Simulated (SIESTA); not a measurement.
## Ti3Se under changes of volume

One of the cells (17.933 Å³/atom); the others are scaled copies at fixed shape and fractional positions:

```
Se Ti
1.0
     3.21862    0.00000    0.00000
    -1.60931    2.78741    0.00000
     0.00000    0.00000    7.99535
Se Ti
1 3
Direct
  0.00000 0.00000 0.00000
  0.66667 0.33333 0.50000
  0.33333 0.66667 0.77290
  0.33333 0.66667 0.22710
```

The cell comes from a database or a generator and needn't be the stable form of this composition.

| Property | Result |
| --- | --- |
| Program | SIESTA 5.4.2 |
| Functional | PBE |
| Potentials or basis | PseudoDojo 0.4 standard (PBE files) |
| Basis | DZP (energy shift 0.003 Ry; two zetas on semicore shells) |
| Grid cutoff | 800 Ry |
| Energy shift | 0.003 Ry |
| k mesh | 10 × 10 × 4 |
| Occupations | fermi-dirac, width 0.05 eV |
| Spin | no spin polarisation |

| volume (Å³/atom) | energy over the lowest point (meV/atom) | pressure (GPa) | largest force (eV/Å) |
| --- | --- | --- | --- |
| 16.526 | ? | ? | ? |
| 16.878 | 19.53 | 6.9 | 0.542 |
| 17.230 | 7.56 | 4.1 | 0.455 |
| 17.933 | 0.00 | -0.5 | 0.311 |
| 18.284 | 3.52 | -2.6 | 0.246 |
| 18.636 | 11.36 | -4.4 | 0.188 |

Problem. What does the run at 16.526 Å³/atom give?

Solution. Energy over the lowest point 38.00 meV/atom; pressure 10.1 GPa; largest force 0.641 eV/Å.

Worked out: A Birch-Murnaghan fit of order 3 (a polynomial in V^(-2/3)) to the other rows has its minimum at 17.84 Å³/atom with B0 = V·E''(V) = 112 GPa and B' = 3.4 at fixed shape and positions, which overstates the stiffness. It gives 37.64 meV/atom at 16.526 Å³/atom, against the run's 38.00, and -dE/dV = 9.7 GPa, against 10.1.

Energies are extrapolated to zero smearing.

Caveats: the basis of atomic orbitals isn't converged, which shifts pressures, moduli and gaps.
